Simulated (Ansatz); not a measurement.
Sn3Te in Ansatz: the effect of functional

The system is Sn3Te.

```xyz
4
Lattice="4.8978 0.0000 0.0000 0.0000 4.8978 0.0000 0.0000 0.0000 4.8978" Properties=species:S:1:pos:R:3 pbc="T T T"
Te    0.0000    0.0000    0.0000
Sn    0.0000    2.4489    2.4489
Sn    2.4489    0.0000    2.4489
Sn    2.4489    2.4489    0.0000
```

The cell comes from a database or a generator and needn't be the stable form of this composition.

The cell isn't the ideal one: volume scaled by 1.02.

Alike in all runs:

```yaml
Program: Ansatz 0.2.0
Task: single point
Potentials_or_basis: Ansatz PAW
k_mesh: 6 × 6 × 6
Occupations: fermi-dirac, width 0.05 eV
Spin: no spin polarisation
```

Question: One run gave: pressure -1.1 GPa. Which functional did it use?
A. r2SCAN
B. PBE
C. LDA

Answer: A.

```tsv
functional	cutoff	pressure (GPa)
LDA	420 eV (not typed: the program's choice for these potentials)	-4.2
r2SCAN	500 eV (not typed: the program's choice for these potentials)	-1.1
PBE	420 eV (not typed: the program's choice for these potentials)	-0.5
```

Caveats: the PAW data sets come from PBE, with cores solved anew for the run's functional, which leaves a small shift of forces and pressure (some runs).
